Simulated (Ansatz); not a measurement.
Working through cell relaxations under several functionals of Cu, space group I4/mmm

With Ansatz's Python interface.

The cells in order, each with its output:

```python
import ansatz as az
import numpy as np
```

```python
def edges_and_angles(cell):
    cell = np.asarray(cell)
    a, b, c = np.linalg.norm(cell, axis=1)
    cosines = cell[1] @ cell[2] / (b * c), cell[0] @ cell[2] / (a * c), cell[0] @ cell[1] / (a * b)
    return (a, b, c, *np.degrees(np.arccos(cosines)))

lattice = az.Lattice.of(
    (-1.44279, 1.44279, 1.37608),
    (1.44279, -1.44279, 1.37608),
    (1.44279, 1.44279, -1.37608),
)
sites = [
    ("Cu", (0.0, 0.0, 0.0)),
]
structure = az.Crystal(lattice=lattice)
for symbol, position in sites:
    structure = structure.atom(symbol, position)

structure.resolved().sites[-1]
```

    Site(symbol='Cu', position=(0.0, 0.0, 0.0), moment=None, axis=None, held=None, saved=None)

```python
job = (
    structure.calculation()
    .occupations("Marzari-Vanderbilt", width=150 * az.meV)  # the run then minimises F = E - TS
    .kpoints(16, 16, 16)  # sampling of the Brillouin zone
    .basis(530)  # a bare number is in eV
    .relax(cell=True, force_tolerance=0.005, max_steps=60)
)

levels = [("blyp", "d3bj"), ("lda", "none"), ("r2scan", "none")]
print("level            a       b       c    alpha   beta  gamma  V/atom  steps")
for name, dispersion in levels:
    seen = []
    run = job.functional(name, dispersion=dispersion).session().plan()
    res = run.execute(on_event=lambda e: seen.append(e) if e["event"] == "relax_step" else None)
    cell = res.lattice.cell_ang
    label = name if dispersion == "none" else f"{name}+{dispersion}"
    print("{:13s} {:7.4f} {:7.4f} {:7.4f} {:6.2f} {:6.2f} {:6.2f}".format(label, *edges_and_angles(cell)), f"{abs(np.linalg.det(cell)) / len(res.lattice.sites):7.3f} {len(seen):5d}")
```

    level            a       b       c    alpha   beta  gamma  V/atom  steps
    blyp+d3bj      2.4453  2.4453  2.4453 106.77 106.77 115.01  11.177    12
    lda            2.4266  2.4266  2.4266 106.94 106.94 114.67  10.932    13
    r2scan         2.4620  2.4620  2.4620 108.39 108.39 111.66  11.475     6

From smallest to largest: LDA (10.93 Å³ an atom, -4.6 % against the start), BLYP+D3BJ (11.18 Å³ an atom, -2.5 % against the start) and r2SCAN (11.48 Å³ an atom, +0.2 % against the start). The spread is 5.0 % in volume.

Reading the output:
- BLYP and dispersion corrections can be off by several per cent in the lattices of metals, and by several GPa in the pressure at a fixed cell.
- Edges and angles are those of the cell as typed, here a primitive one, not of the conventional cell.
- This isn't the structure that Cu takes at ambient conditions.
- Wall time of the script: 2.1 min on 1 thread of Arm Neoverse V1, with other jobs on the host, peak memory 0.43 GiB.
